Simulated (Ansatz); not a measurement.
# Ni: the cost of one run

Method: DFT PBE, PAW, plane waves, scalar-relativistic, in Ansatz 0.2.0.

## 1. The starting structure

It takes space group Fm-3m (No. 225, cubic). Conventional cell: a = 3.536 Å, b = 3.536 Å, c = 3.536 Å, α = 90.00°, β = 90.00°, γ = 90.00°. Around Ni (site symmetry m-3m) lie 12 Ni at 2.50 Å.

As a file:

```
CELL_PARAMETERS angstrom
0.00000 -1.76775 -1.76775
-3.53550 -1.76775 -1.76775
0.00000 1.76775 -1.76775
ATOMIC_POSITIONS crystal
Ni 0.00000 0.00000 0.00000
Ni 0.00000 0.50000 0.50000
```

Atoms are counted from 1 in the order of input.yaml (Ni2 and so on).

First come: parallel moments, plain SCF; opposed moments +-, plain SCF; no spin polarisation; spin on, no moments given (the program may seed its own), plain SCF. What is tried next depends on their ends.

A plain SCF has the search for lower states switched off and ends at the first converged state. Ends within 0.2 meV/atom and 0.1 μB count as one state.

The total moment includes the space between the atomic spheres.

## 2. Parallel moments, plain SCF

Input file input.yaml:

```yaml
crystal:
  lattice:
    - [0.0, -1.76775, -1.76775]
    - [-3.5355, -1.76775, -1.76775]
    - [0.0, 1.76775, -1.76775]
  atoms:
    - { symbol: Ni, position: [0.0, 0.0, 0.0], spin: 2.0 }
    - { symbol: Ni, position: [0.0, 0.5, 0.5], spin: 2.0 }
magnetization:
  spin_polarized: true
hamiltonian:
  xc: pbe
  pseudopotentials: { kind: paw }
basis:
  ecutwfc: 420
kpoints:
  mp_grid: { grid: [13, 8, 11] }
scf:
  occupations: { method: gaussian, width: 0.1 }
  lower_state_search: "off"
output:
  forces: true
  stress: true
```

**Question.** How long does this run take on 2 threads of an Arm CPU, shared host, and how much memory does it need?

About 22 s, with a peak of 0.55 GiB.
